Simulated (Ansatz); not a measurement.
From input file to script: LaPt₃, space group Pm-3m in Ansatz 0.2.0.

```yaml
crystal:
  lattice: { bravais: cubic, a: 4.0745 }
  space_group: 221
  atoms:
    - { symbol: La, position: [0.0, 0.0, 0.0] }
    - { symbol: Pt, position: [0.0, 0.5, 0.5] }
kpoints:
  mp_grid: { grid: [5, 5, 5] }
hamiltonian:
  xc: pbesol
  pseudopotentials: { kind: nc }
scf:
  max_iter: 80
  algorithm: density_mixing
  self_checks: high
  occupations: { method: cold, width: 0.15 }
output:
  write_density: true
  volumetric_format: npy
  elf: true
  eigenvalues: true
```

On the command line:
```console
$ ansatz run input.yaml --threads 1 --pin off --max-ram 3072MiB --backend cpu --events-out ev --progress --plain --runs-dir out
crystal.space_group: 221 is read as Pm-3m: the typed cell holds La1Pt3 (La 1a, Pt 3c). Least distances (Å): La–La 4.074, La–Pt 2.881, Pt–Pt 2.881
crystal.space_group generates its sites in this order, which a site index counts, at these fractional coordinates of the primitive cell where crystal.reduce_to_primitive is true, and else of the cell that is read (crystal.supercell repeats the list replica by replica, and crystal.defects acts on that): 0: La [0.000000, 0.000000, 0.000000]; 1: Pt [0.000000, 0.500000, 0.500000]; 2: Pt [0.500000, 0.000000, 0.500000]; 3: Pt [0.500000, 0.500000, 0.000000];
Engine: ansatz 0.2.0, x86_64-unknown-linux-gnu
Pseudopotentials: kind: nc
Pseudopotential: La, nc, valence charge 11, recommended cutoff 1496.626244 eV (normal), La.nc.azcp (PseudoDojo's, or run here from an input of PseudoDojo's: the run reads no file of this project's for it)
Pseudopotential: Pt, nc, valence charge 18, recommended cutoff 1142.878222 eV (normal), Pt.nc.azcp (PseudoDojo's, or run here from an input of PseudoDojo's: the run reads no file of this project's for it)
Functional definition: PBEsol
  exchange = pbesol_x
  correlation = pbesol_c
Crystal: 4 atoms, lattice volume = 67.643 Å³
Basis set: ecut = 1496.626244 eV, 8925 PW (Γ)
Bands: 39, of which v1, the nominal top of the filled ones, is band 33 counted from 1 (32 counted from 0)
Symmetry: 48 space group operations
Space group: Pm-3m (ITA 221), of the structure as read, at distance tolerance 4.1e-5 Å
k-points: 10 of 125
Non-local potential: La, projectors of the file, l = 0: 2, l = 1: 2, l = 2: 2, l = 3: 2
Non-local potential: Pt, projectors of the file, l = 0: 2, l = 1: 2, l = 2: 2, l = 3: 2
Initial density: superposition of atomic densities (chi_scale 0.1, normalization cell, long waves kept (reshape's long-wave potential 0.00 eV rms))
Initial wavefunctions: pseudopotential atomic-orbital guess
Functional: x = pbesol(κ = 0.804, μ = 0.12345679012345678), c = pbesol(β = 0.046)
SCF iter   1: F=—  HF=-11633.684091 eV  |F-HF|=—  |Δ(HF+E_count)|=         —  Δρ=5.76e-1  dr2=4.07e2  ethr=3.10e-3  ⟨swp⟩=14.1  Hψ=3017  notcnv=0
preconditioner: auto → Kerker (q_TF=auto, 2.710 Å⁻¹)  [metal: Δε(μ)=0.055 eV  Ē_g=5.465 eV  σ=0.150 eV  W_gap=0.25  n_scr=26 (ndim 8)  ℏωp=28.2 eV  f_vac=0.000  D(μ)=12.47/eV (n_scr^D=250)]
SCF iter   2: F=—  HF=-11628.823732 eV  |F-HF|=—  |Δ(HF+E_count)|=    4.86e0  S|Δr|=    0.00e0  Δρ=2.14e-1  dr2=3.23e1  ethr=3.10e-3  ⟨swp⟩=7.4  Hψ=1541  notcnv=0  defer=1
preconditioner: auto → Resta (q_TF=auto, 2.710 Å⁻¹)  ε∞=8.4  [insulator: Δε(μ)=1.370 eV  Ē_g=10.626 eV  σ=0.150 eV  W_gap=0.89  n_scr=26 (ndim 8)  ℏωp=28.9 eV  f_vac=0.001  D(μ)=2.11/eV (n_scr^D=18)  ε∞_Penn≈8.4]
SCF iter   3: F=—  HF=-11621.435980 eV  |F-HF|=—  |Δ(HF+E_count)|=    7.39e0  S|Δr|=    0.00e0  Δρ=1.29e-1  dr2=1.21e1  ethr=3.10e-3  ⟨swp⟩=3.3  Hψ=773  notcnv=0  defer=17
SCF iter   4: F=—  HF=-11617.301115 eV  |F-HF|=—  |Δ(HF+E_count)|=    4.13e0  S|Δr|=    0.00e0  Δρ=5.29e-2  dr2=2.48e0  ethr=3.10e-3  ⟨swp⟩=4.0  Hψ=736  notcnv=0  defer=20
SCF iter   5: F=—  HF=-11616.478309 eV  |F-HF|=—  |Δ(HF+E_count)|=   8.23e-1  S|Δr|=    0.00e0  Δρ=1.44e-2  dr2=2.11e-1  ethr=3.10e-3  ⟨swp⟩=4.1  Hψ=779  notcnv=0  defer=18
SCF iter   6: F=—  HF=-11616.418180 eV  |F-HF|=—  |Δ(HF+E_count)|=   6.01e-2  S|Δr|=    0.00e0  Δρ=6.14e-3  dr2=4.55e-2  ethr=3.24e-4  ⟨swp⟩=2.9  Hψ=673  notcnv=0  defer=16
SCF iter   7: F=—  HF=-11616.414041 eV  |F-HF|=—  |Δ(HF+E_count)|=   4.14e-3  S|Δr|=    0.00e0  Δρ=4.39e-3  dr2=2.00e-2  ethr=7.01e-5  ⟨swp⟩=1.1  Hψ=397  notcnv=0  defer=16
SCF iter   8: F=—  HF=-11616.410168 eV  |F-HF|=—  |Δ(HF+E_count)|=   3.87e-3  S|Δr|=    0.00e0  Δρ=2.37e-3  dr2=5.65e-3  ethr=3.07e-5  ⟨swp⟩=2.1  Hψ=507  notcnv=0  defer=16
SCF iter   9: F=—  HF=-11616.408563 eV  |F-HF|=—  |Δ(HF+E_count)|=   1.60e-3  S|Δr|=    0.00e0  Δρ=5.76e-4  dr2=3.09e-4  ethr=8.69e-6  ⟨swp⟩=2.1  Hψ=556  notcnv=0  defer=16
SCF iter  10: F=—  HF=-11616.408473 eV  |F-HF|=—  |Δ(HF+E_count)|=   9.09e-5  S|Δr|=    0.00e0  Δρ=1.10e-4  dr2=1.77e-5  ethr=4.75e-7  ⟨swp⟩=2.5  Hψ=697  notcnv=0  defer=16
SCF iter  11: F=—  HF=-11616.408936 eV  |F-HF|=—  |Δ(HF+E_count)|=   4.63e-4  S|Δr|=    0.00e0  Δρ=1.86e-5  dr2=2.11e-7  ethr=2.72e-8  ⟨swp⟩=3.2  Hψ=615  notcnv=0  defer=17
SCF iter  12: F=-11616.408935 eV  HF=-11616.408935 eV  |F-HF|=7.42e-8  |Δ(HF+E_count)|=   5.87e-7  S|Δr|=    0.00e0  Δρ=9.43e-6  dr2=8.10e-8  ethr=1.54e-10  ⟨swp⟩=13.8  Hψ=1981  notcnv=0
SCF 1 converged in 12 iterations: F = -11616.408935 eV  dr2 = 8.10e-8
SCF converged after 12 iterations
Stability not checked: this state was not tested for a lower state beside it, because cold or Methfessel-Paxton smearing, or corrected tetrahedra, fill the levels in a way that the test cannot read (fill_not_monotonic; see scf.lower_state_search)
Free energy (F): -11616.408935 eV
Harris-Foulkes:  -11616.408935 eV  (|F-HF|=7.42e-8)
Internal energy: -11616.405781 eV  (E = F + TS)
E sigma→0 (E₀):  -11616.407884 eV
Entropy (-TS):   -0.003154 eV (-0.789 meV/atom)
Fermi energy:    21.614454 eV
--- Per-component energies (eV) ---
  E_band       = -387.761396
  E_kinetic    = 3302.145165
  E_local      = -6723.711881  (includes V_loc(G=0)·N_el)
  E_nonlocal   = 743.681441
  E_hartree    = 1930.521741
  E_xc         = -2165.246280
  E_vxc        = -1570.906072  (∫ρ·V_xc dr)
  E_ewald      = -8703.795968
  E_smearing   = -0.003154  (= −TS)
  E_closure    = -0.000000  (closes the sum)
  Σ components = -11616.408935   (vs F -11616.408935, Δ=0.00e0)
--- Band table (eV; the first three rows and the last of 10) ---
  k-point 0: bands = ["-76.6601", "-76.6412", "-76.6412", "-30.8958", "-30.8958", "-30.8958", "-30.7803", "-30.7803", "-30.7803", "-30.6773", "-30.6773", "-30.6773", "-9.4126", "6.6617", "6.6617", "6.6617", "13.5248", "15.3097", "15.3097", "15.9569", "15.9569", "15.9569", "16.3376", "18.6965", "18.6965", "18.6965", "20.4136", "20.4136", "21.3143", "21.8286", "21.8286", "21.8286", "24.2872", "24.2872", "24.2872", "25.1357", "25.1357", "25.1357", "25.4725"]
  k-point 1: bands = ["-76.6585", "-76.6428", "-76.6412", "-30.8845", "-30.8845", "-30.8773", "-30.7836", "-30.7836", "-30.7810", "-30.6980", "-30.6854", "-30.6854", "-9.3883", "6.3008", "6.6086", "6.6086", "14.1219", "15.7100", "15.8026", "16.1334", "16.3617", "16.3617", "16.7442", "18.4037", "18.9509", "18.9509", "20.0954", "20.3591", "20.7200", "20.7200", "20.9002", "21.8299", "22.2202", "24.5512", "24.5512", "25.0716", "25.2712", "25.2712", "25.5533"]
  k-point 2: bands = ["-76.6549", "-76.6465", "-76.6412", "-30.8610", "-30.8610", "-30.8312", "-30.7935", "-30.7935", "-30.7822", "-30.7476", "-30.6992", "-30.6992", "-9.3487", "5.7990", "6.5257", "6.5257", "15.3887", "16.5586", "16.6300", "16.6646", "17.3853", "17.4400", "17.4400", "17.8008", "18.9766", "18.9766", "19.4676", "19.5180", "19.5180", "19.5200", "20.0221", "20.5995", "21.8319", "23.9143", "23.9143", "25.0386", "25.2351", "25.5747", "25.5747"]
  k-point 9: bands = ["-76.6487", "-76.6469", "-76.6469", "-30.9253", "-30.8803", "-30.8803", "-30.8803", "-30.7177", "-30.7177", "-30.7132", "-30.6800", "-30.6800", "-9.3142", "6.1843", "6.2862", "6.2862", "15.2895", "15.4263", "15.4263", "17.2942", "17.8513", "17.8513", "18.2051", "18.5608", "18.8573", "18.8573", "19.2127", "19.2127", "19.8189", "20.7178", "20.7178", "21.4231", "23.5642", "23.9627", "23.9627", "24.6534", "24.6534", "25.3712", "25.5564"]
```

At the Python prompt:
```pycon
>>> from pathlib import Path
>>> import warnings
>>> import ansatz as az
>>> import numpy as np
>>> warnings.simplefilter("ignore", az.DeckWarning)
>>> system = (
...     az.Lattice.cubic(4.0745)
...     .space_group(221)
...     .atom("La", (0.0, 0.0, 0.0))
...     .atom("Pt", (0.0, 0.5, 0.5))
... )
>>> model = system.calculation()
>>> model = model.scf(max_iterations=80, algorithm="density_mixing", self_checks="high")
>>> model = model.kpoints(5, 5, 5)
>>> model = model.occupations("cold", width=0.15).pseudopotentials("nc")
>>> model = model.functional("PBEsol").band_table()
>>> model = model.density()
>>> model = model.electron_localization_function()
>>> model = model.output_files(volumetric_format="npy")
>>> session = model.session()
>>> planned = session.plan(threads=1)
>>> res = planned.execute()

>>> rep = res.report
>>> rep["converged"], rep["free_energy_ev"]
(True, -11616.408934955367)
>>> print(f"free energy      {rep['free_energy_ev']:.5f} eV")
free energy      -11616.40893 eV
>>> print(f"per atom         {rep['free_energy_ev'] / len(res.lattice.sites):.5f} eV")
per atom         -2904.10223 eV
>>> print(f"SCF iterations   {rep['n_iterations']}  (converged: {rep['converged']})")
SCF iterations   12  (converged: True)
>>> fermi = rep["fermi_energy_ev"]
>>> print("levels less the Fermi level (eV) at the first k-points")
levels less the Fermi level (eV) at the first k-points
>>> for k, levels in list(zip(rep["kpoints_frac"], rep["eigenvalues_ev"]))[:3]:
...     print("k = ({:.3f}, {:.3f}, {:.3f})".format(*k))
...     print("   ", " ".join(f"{e - fermi:.3f}" for e in levels))
...
k = (0.000, 0.000, 0.000)
    -98.275 -98.256 -98.256 -52.510 -52.510 -52.510 -52.395 -52.395 -52.395 -52.292 -52.292 -52.292 -31.027 -14.953 -14.953 -14.953 -8.090 -6.305 -6.305 -5.658 -5.658 -5.658 -5.277 -2.918 -2.918 -2.918 -1.201 -1.201 -0.300 0.214 0.214 0.214 2.673 2.673 2.673 3.521 3.521 3.521 3.858
k = (0.000, 0.000, 0.200)
    -98.273 -98.257 -98.256 -52.499 -52.499 -52.492 -52.398 -52.398 -52.395 -52.312 -52.300 -52.300 -31.003 -15.314 -15.006 -15.006 -7.493 -5.904 -5.812 -5.481 -5.253 -5.253 -4.870 -3.211 -2.664 -2.664 -1.519 -1.255 -0.895 -0.895 -0.714 0.215 0.606 2.937 2.937 3.457 3.657 3.657 3.939
k = (0.000, 0.000, 0.400)
    -98.269 -98.261 -98.256 -52.475 -52.475 -52.446 -52.408 -52.408 -52.397 -52.362 -52.314 -52.314 -30.963 -15.815 -15.089 -15.089 -6.226 -5.056 -4.984 -4.950 -4.229 -4.174 -4.174 -3.814 -2.638 -2.638 -2.147 -2.096 -2.096 -2.094 -1.592 -1.015 0.217 2.300 2.300 3.424 3.621 3.960 3.960
>>> folder = Path(res.write_results("elf"))
>>> elf = np.load(folder / "elf.npy")
>>> peak = np.unravel_index(elf.argmax(), elf.shape)
>>> print(f"largest ELF {elf.max():.3f} at grid fractions", np.round(np.array(peak) / elf.shape, 3))
largest ELF 0.856 at grid fractions [0.    0.13  0.148]
>>> for level in (0.2, 0.5, 0.7, 0.8, 0.9):
...     print(f"share of the cell with ELF over {level}: {np.mean(elf > level):.3f}")
...
share of the cell with ELF over 0.2: 0.809
share of the cell with ELF over 0.5: 0.172
share of the cell with ELF over 0.7: 0.088
share of the cell with ELF over 0.8: 0.029
share of the cell with ELF over 0.9: 0.000
>>> print("doubts on the final state:", rep["published_state_doubts"] or "none")
doubts on the final state: none
>>> print("warnings:", sorted({n["data"]["kind"] for n in res.notices if n["data"].get("severity") in ("warning", "doubt")}) or "none")
warnings: none
```

The settings weren't tested for convergence. The computed bands are complete only to about 3.9 eV above the Fermi level. The mesh is modest for a metal, so energies can be off by several to tens of meV an atom and pressures by half a GPa or more; differences at equal mesh fare better. The fields are valence quantities on the plane-wave grid; their values near the nuclei depend on the potentials. The starting cell is as deposited in a crystallographic database; the results hold for this polymorph, which needn't be the stable one. Gaps and levels are Kohn-Sham values on a finite set of k-points, without spin-orbit coupling. Run time: 10 s on 1 thread of Intel(R) Xeon(R) Platinum 8488C (Sapphire Rapids), with other jobs on the host, peak memory 0.56 GiB.

(Lines on the test bed's own set-up are left out of the output.)
